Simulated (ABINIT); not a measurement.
BiTe, 2 atoms in the cell. The structure is cubic, space group Fm-3m (No. 225). Conventional cell: a = 6.470 Å, b = 6.470 Å, c = 6.470 Å, α = 90.00°, β = 90.00°, γ = 90.00°. Bi (site symmetry m-3m) is surrounded by 6 Te at 3.23 Å. Te (site symmetry m-3m) is surrounded by 6 Bi at 3.23 Å. 

```yaml
Program: ABINIT 10.8.3 (patched build)
Task: single point
Functional: PBEsol
Potentials_or_basis: PseudoDojo NC SR PBEsol v0.4.1 standard
Cutoff: 1088 eV
k_mesh: 7 × 7 × 7
Occupations: fermi-dirac, width 0.05 eV
Spin: no spin polarisation
```

Potentials or basis: PseudoDojo NC SR PBEsol v0.4.1 standard.

Command:

```sh
$ abinit run.abi > log 2>&1
```

Hardware: 1 thread of Intel(R) Xeon(R) 6975P-C (Granite Rapids), on a shared host.

How long does it take, and how much memory?

Wall time 52 s on 1 thread of Intel(R) Xeon(R) 6975P-C (Granite Rapids), on a shared host, peak memory 0.13 GiB. Counts: scf iterations 9, mpi ranks 1, k points 20, bands 20, plane waves 5555.
